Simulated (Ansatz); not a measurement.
# Cu16CO: the cost of one run

Computed with Ansatz 0.2.0 (DFT PBE, scalar-relativistic, plane waves, PAW, and further levels as typed in the inputs, unless a step's input says otherwise).

### 1 The starting structure

Symmetry: P3m1, No. 156, trigonal system. The conventional cell has a = 5.112 Å, b = 5.112 Å, c = 24.261 Å, α = 90.00°, β = 90.00°, γ = 120.00°. Cu (site symmetry 3m) has 9 Cu at 2.56 Å as nearest neighbours. Cu (site symmetry m) is surrounded by 9 Cu at 2.56 Å. Cu (site symmetry m) has 12 Cu at 2.56 Å as nearest neighbours. Around Cu (site symmetry 3m) lie 12 Cu at 2.56 Å. Cu (site symmetry 3m) is surrounded by 1 C at 1.88 Å. Only part of the 10 independent sites is listed.

As a file:

```
Cu C O
1.0
     5.11238    0.00000    0.00000
     2.55619    4.42745    0.00000
     0.00000    0.00000   24.26136
Cu C O
16 1 1
Direct
  0.00000 0.00000 0.37096
  0.50000 0.00000 0.37096
  0.00000 0.50000 0.37096
  0.50000 0.50000 0.37096
  0.16667 0.16667 0.45699
  0.66667 0.16667 0.45699
  0.16667 0.66667 0.45699
  0.66667 0.66667 0.45699
  0.83333 0.33333 0.54301
  0.33333 0.33333 0.54301
  0.83333 0.83333 0.54301
  0.33333 0.83333 0.54301
  0.00000 0.00000 0.62904
  0.50000 0.00000 0.62904
  0.00000 0.50000 0.62904
  0.50000 0.50000 0.62904
  0.00000 0.00000 0.70653
  0.00000 0.00000 0.75475
```

### 2 Relaxing the atoms: Cu16CO slab, no spin

The input, input.yaml:

```yaml
crystal:
  lattice:
    - [5.112382028, 0.0, 0.0]
    - [2.556191014, 4.4274527101, 0.0]
    - [0.0, 0.0, 24.2613636694]
  atoms:
    - { symbol: Cu, position: [0.0, 0.0, 0.3709601868] }
    - { symbol: Cu, position: [0.5, 0.0, 0.3709601868] }
    - { symbol: Cu, position: [0.0, 0.5, 0.3709601868] }
    - { symbol: Cu, position: [0.5, 0.5, 0.3709601868] }
    - { symbol: Cu, position: [0.1666666667, 0.1666666667, 0.4569867289] }
    - { symbol: Cu, position: [0.6666666667, 0.1666666667, 0.4569867289] }
    - { symbol: Cu, position: [0.1666666667, 0.6666666667, 0.4569867289] }
    - { symbol: Cu, position: [0.6666666667, 0.6666666667, 0.4569867289] }
    - { symbol: Cu, position: [-0.1666666667, 0.3333333333, 0.5430132711] }
    - { symbol: Cu, position: [0.3333333333, 0.3333333333, 0.5430132711] }
    - { symbol: Cu, position: [-0.1666666667, 0.8333333333, 0.5430132711] }
    - { symbol: Cu, position: [0.3333333333, 0.8333333333, 0.5430132711] }
    - { symbol: Cu, position: [0.0, 0.0, 0.6290398132] }
    - { symbol: Cu, position: [0.5, 0.0, 0.6290398132] }
    - { symbol: Cu, position: [0.0, 0.5, 0.6290398132] }
    - { symbol: Cu, position: [0.5, 0.5, 0.6290398132] }
    - { symbol: C, position: [0.0, 0.0, 0.7065292744] }
    - { symbol: O, position: [0.0, 0.0, 0.7547540987] }
scf:
  occupations: { method: gaussian, width: 0.1 }
output:
  forces: true
hamiltonian:
  xc: pbe
kpoints:
  mp_grid: { grid: [6, 6, 1] }
efield:
  axis: 3
  dipole_correction: true
relax:
  f_tol: 0.01
  max_steps: 80
  constraints: [{ sites: [0, 1, 2, 3, 4, 5, 6, 7] }]
```

Run with:

```
> ansatz run input.yaml --threads 8 --pin off --max-ram 20480MiB --backend cpu --events-out ev --progress --plain --runs-dir out
```

**Question.** How long does this run take on 8 threads of Arm Neoverse N1, shared host, and how much memory does it need?

About 86 s, with a peak of 3.6 GiB.
